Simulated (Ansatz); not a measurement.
# BH9O3Si3: ionisation energy by level of theory

Aim: the vertical ionisation energy of BH9O3Si3, as cation minus neutral at the neutral's geometry, on several levels, and how well −ε(HOMO) stands in for it.

The runs use Ansatz 0.2.0, Gaussian basis; unrestricted cation, the program's frozen cores in correlated methods.

Levels to be run: UKS PBE-D4/def2-TZVPP; UKS r2SCAN-D4/def2-TZVPP; UKS PBE0-D4/def2-TZVPP; UKS B3LYP-D4/def2-TZVPP; UKS wB97X-V/def2-TZVPP; UKS wB97M-V/def2-TZVPP; UKS B2PLYP/def2-TZVPP; UHF-CCSD(T)/def2-TZVPP; UHF-MP2/def2-QZVPP; extrapolation to the limit; then −ε(HOMO) from the neutral's earlier runs with LDA (SPW92), PBE-D4, revPBE-D4, BLYP-D4, r2SCAN-D4, B97M-V, PBE0-D4, B3LYP-D4, r2SCANh-D4, r2SCAN0-D4, HSE06-D4, BHLYP-D4, CAM-B3LYP-D4, LC-ωPBE, ωB97X-V, ωB97M-V.

## 1. The geometry

An earlier PBE0-D4 in a triple-zeta def2 set relaxation fixed the geometry.

SMILES `[SiH3]OB(O[SiH3])O[SiH3]`, 16 atoms, charge 0, spin multiplicity 1.

Atoms are counted from 1 here; the program's logs count them from 0.

Bond lengths: Si1–O2 1.655 Å, Si1–H8 1.484 Å, Si1–H9 1.481 Å, Si1–H10 1.484 Å, O2–B3 1.363 Å, B3–O4 1.363 Å, B3–O6 1.363 Å, O4–Si5 1.655 Å, Si5–H11 1.484 Å, Si5–H12 1.484 Å, Si5–H13 1.481 Å, O6–Si7 1.655 Å, Si7–H14 1.484 Å, Si7–H15 1.481 Å, Si7–H16 1.484 Å. Angles: O2–Si1–H8 110.4°, O2–Si1–H9 106.3°, O2–Si1–H10 110.4°, H8–Si1–H9 109.9°, H8–Si1–H10 109.8°, H9–Si1–H10 109.9°, Si1–O2–B3 129.1°, O2–B3–O4 120.0°, O2–B3–O6 120.0°, O4–B3–O6 120.0°, B3–O4–Si5 129.1°, O4–Si5–H11 110.4°, O4–Si5–H12 110.4°, O4–Si5–H13 106.3°, H11–Si5–H12 109.8°, H11–Si5–H13 109.9°, H12–Si5–H13 109.9°, B3–O6–Si7 129.1° and more.

## 2. Cation, UKS PBE-D4/def2-TZVPP

in.yaml reads:

```yaml
crystal:
  periodic: [false, false, false]
  atoms:
    - {symbol: Si, position_ang: [1.329815, 0.522755, 2.325631]}
    - {symbol: O, position_ang: [0.025157, 0.273389, 1.337802]}
    - {symbol: B, position_ang: [-0.001828, -0.002420, 0.002813]}
    - {symbol: O, position_ang: [1.164566, -0.104322, -0.695820]}
    - {symbol: Si, position_ang: [1.394507, -0.426820, -2.303035]}
    - {symbol: O, position_ang: [-1.195154, -0.176094, -0.633403]}
    - {symbol: Si, position_ang: [-2.728475, -0.099912, -0.014292]}
    - {symbol: H, position_ang: [2.196942, -0.681176, 2.351876]}
    - {symbol: H, position_ang: [0.784358, 0.781508, 3.678360]}
    - {symbol: H, position_ang: [2.112770, 1.695452, 1.863238]}
    - {symbol: H, position_ang: [0.739701, 0.610100, -3.138511]}
    - {symbol: H, position_ang: [0.850769, -1.764476, -2.645252]}
    - {symbol: H, position_ang: [2.858705, -0.404918, -2.526683]}
    - {symbol: H, position_ang: [-2.912750, -1.127084, 1.040683]}
    - {symbol: H, position_ang: [-3.647699, -0.366930, -1.144819]}
    - {symbol: H, position_ang: [-2.994085, 1.248348, 0.545813]}
basis:
  gaussian: {orbitals: def2-TZVPP}
total_charge: 1
magnetization: {spin_polarized: true, initial_magnetization: 1}
hamiltonian: {xc: pbe, dispersion: d4}
```

Launch:

```sh
ansatz run in.yaml --threads 2 --pin off --events-out ev --progress --plain --max-ram 20480MiB --backend cuda --devices 0, --max-vram 18GiB
```

Further steps of the session: Cation, UKS r2SCAN-D4/def2-TZVPP; Cation, UKS PBE0-D4/def2-TZVPP; Cation, UKS B3LYP-D4/def2-TZVPP; Cation, UKS wB97X-V/def2-TZVPP; Cation, UKS wB97M-V/def2-TZVPP; Cation, UKS B2PLYP (frozen core)/def2-TZVPP; Cation, UHF-CCSD(T)/def2-TZVPP; Cation, UHF-MP2/def2-QZVPP.

**Question.** What will the summary of the whole plan be? Wanted: ionisation energy, CCSD(T)/CBS; nearest functional by difference; nearest −ε(HOMO); −ε(HOMO) of PBE; T1 of the cation.

The runs gave:

| quantity | value |
| --- | --- |
| ionisation energy, CCSD(T)/CBS | 11.73 eV |
| nearest functional by difference | ωB97X-V (-0.34 eV) |
| nearest −ε(HOMO) | LC-ωPBE (+0.08 eV) |
| −ε(HOMO) of PBE | 7.58 eV |
| T1 of the cation | 0.054 |

**Reading.** By cation minus neutral, the functionals miss by 1.77 eV at most. −ε(HOMO) of PBE misses by 4.1 eV, since self-interaction lifts the level. Among orbital estimates LC-ωPBE comes nearest. Hartree-Fock falls 0.78 eV short, as the neutral has more correlation energy than the cation. The cation's T1 (from the report) is 0.054, above the customary mark of 0.045 for open shells, so the coupled-cluster value is less safe.
